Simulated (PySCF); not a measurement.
# AsO2⁻: spin, charge, geometry and surroundings

One physical setting of the base script is moved in each run, with the edits that it forces.

Computed with PySCF 2.14.0. Level: each script names its method and basis.

## (1) Where the work starts

AsO2⁻: 3 atoms, charge -1, spin multiplicity 1.

Bond lengths: As1–O2 1.657 Å, As1–O3 1.657 Å. Angles: O2–As1–O3 114.0°.

As a file:

| atom | x (Å) | y (Å) | z (Å) |
| --- | --- | --- | --- |
| As1 | 0.0000 | 0.0000 | -0.2704 |
| O2 | 1.3894 | 0.0000 | 0.6321 |
| O3 | -1.3894 | 0.0000 | 0.6321 |

## (2) Base script

Contents of input.py:

```python
from pyscf import gto, dft

mol = gto.M(
    atom='As 0 0 -0.2704; O 1.3894 0 0.6321; O -1.3894 0 0.6321',
    basis='lanl2dz',
    ecp={'As': 'lanl2dz'},
    charge=-1,
    spin=0,
    verbose=4,
)
mf = dft.UKS(mol, xc='x3lyp')
mf.kernel()
mf.mulliken_pop()
mf.dip_moment()
print('orbital energies (hartree):', [e[max(0, n-3):n+3].round(4) for e, n in zip(mf.mo_energy, mol.nelec)])
```

Run with:

```console
$ OMP_NUM_THREADS=1 python input.py
```

Its log is not repeated here.

It gives: E(SCF) = -156.508183 Eh, 9 cycles.

The dipole of an ion depends on the origin.

## (3) Electric field 0.001 a.u.

Edit 1 changes electric field: none → 0.001 a.u.

Contents of input.py:

```python
from pyscf import gto, dft

mol = gto.M(
    atom='As 0 0 -0.2704; O 1.3894 0 0.6321; O -1.3894 0 0.6321',
    basis='lanl2dz',
    ecp={'As': 'lanl2dz'},
    charge=-1,
    spin=0,
    verbose=4,
)
mf = dft.UKS(mol, xc='x3lyp')
field = 0.001  # electric field along z, atomic units
h = mf.get_hcore() + field*mol.intor('int1e_r')[2]
mf.get_hcore = lambda *args: h
e_nuc = mol.energy_nuc() - field*mol.atom_charges() @ mol.atom_coords()[:, 2]
mf.energy_nuc = lambda *args: e_nuc
mf.kernel()
mf.mulliken_pop()
mf.dip_moment()
print('orbital energies (hartree):', [e[max(0, n-3):n+3].round(4) for e, n in zip(mf.mo_energy, mol.nelec)])
```

Run with:

```console
$ OMP_NUM_THREADS=1 python input.py
```

## (4) Charge +0 (doublet)

Edit 2 changes charge: -1 → 0; spin (2S): 0 → 1.

input.py, as its differences from that of step 2:

```diff
@@ -6,4 +6,4 @@
     ecp={'As': 'lanl2dz'},
-    charge=-1,
-    spin=0,
+    charge=0,
+    spin=1,
     verbose=4,
```

## (5) PCM, ε = 32.6

Edit 3 changes solvent: none (gas phase) → PCM, ε = 32.6.

input.py, as its differences from that of step 2:

```diff
@@ -1,2 +1,2 @@
-from pyscf import gto, dft
+from pyscf import gto, dft, solvent
 
@@ -11,2 +11,4 @@
 mf = dft.UKS(mol, xc='x3lyp')
+mf = solvent.PCM(mf)
+mf.with_solvent.eps = 32.6
 mf.kernel()
```

Q: Predict the outcome of this session. Wanted: for each run, E(SCF); from base; gap, α spin; SCF dipole.

The runs gave:

| run | E(SCF) (hartree) | from base (eV) | cycles | gap, α spin (eV) | SCF dipole (D) |
| --- | --- | --- | --- | --- | --- |
| base | -156.508183 | 0 | 9 | 4.30 | n/a |
| electric field 0.001 a.u. | -156.506650 | not comparable | 9 | 4.29 | n/a |
| charge +0 (doublet) | -156.398165 | +2.9937 | 11 | 5.54 | 3.00 |
| PCM, ε = 32.6 | -156.617193 | -2.9663 | 8 | 4.58 | n/a |

**Reading.** At the SCF level, going to the doublet with one electron fewer costs 2.99 eV at fixed geometry, against 0.25 eV for the negative of the highest filled level. A continuum solvent with ε = 32.6 lowers the energy by 2.966 eV, a large gain because the system is charged.
